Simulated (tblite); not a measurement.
# C6H9NSi: the cost of one run

Programs: tblite 0.8.0 and PySCF 2.14.0, with density-fitted response routines of our own. Each step states its level of theory. These are calculated values for one molecule in the gas phase, unless marked as measured. Atoms count from 0, in the outputs and in this text.

## 1. The molecule as given

17 atoms, charge 0, multiplicity 1; geometry from: force field or distance geometry start.

Bonds of the start (Å): C0–C1 1.21, C1–Si2 1.83, Si2–C3 1.83, C3–C4 1.50, C4–N5 1.46, N5–C6 1.44, C6–C7 1.33, N5–C3 1.44, C0–H8 1.07, Si2–H9 1.48, Si2–H10 1.50, C3–H11 1.11, C4–H12 1.12, C4–H13 1.09, C6–H14 1.06, C7–H15 1.07, C7–H16 1.09.

## 2. Relaxing the molecule with GFN2-xTB

Job settings and geometry (Å):

```
{"job": {"kind": "relax", "xc": "GFN2-xTB", "basis": "xTB"}, "charge": 0, "multiplicity": 1}
C     -1.767000     2.074900     2.367500
C     -1.816700     1.330000     1.411600
Si    -1.829100     0.172600     0.000400
C     -0.383200    -0.927900     0.171500
C     -0.005600    -1.969800    -0.834500
N      0.683600    -0.689000    -0.765500
C      1.674300     0.257100    -1.193700
C      2.596400     0.604800    -0.295500
H     -1.722800     2.744800     3.198600
H     -1.797200     1.006300    -1.226100
H     -3.129900    -0.572300     0.041600
H     -0.138500    -1.194200     1.219900
H      0.608000    -2.792100    -0.391800
H     -0.611200    -2.204500    -1.711800
H      1.649600     0.653600    -2.175900
H      3.364300     1.310200    -0.541700
H      2.618100     0.207300     0.715400
```

Launch:

```sh
> OMP_NUM_THREADS=1 python probes_run.py task.json out
```

One launch serves the whole session: the jobs run in the order shown.

**Question.** How long does this first job take on 1 thread of Arm Neoverse N1, shared host?

About 1.3 s.
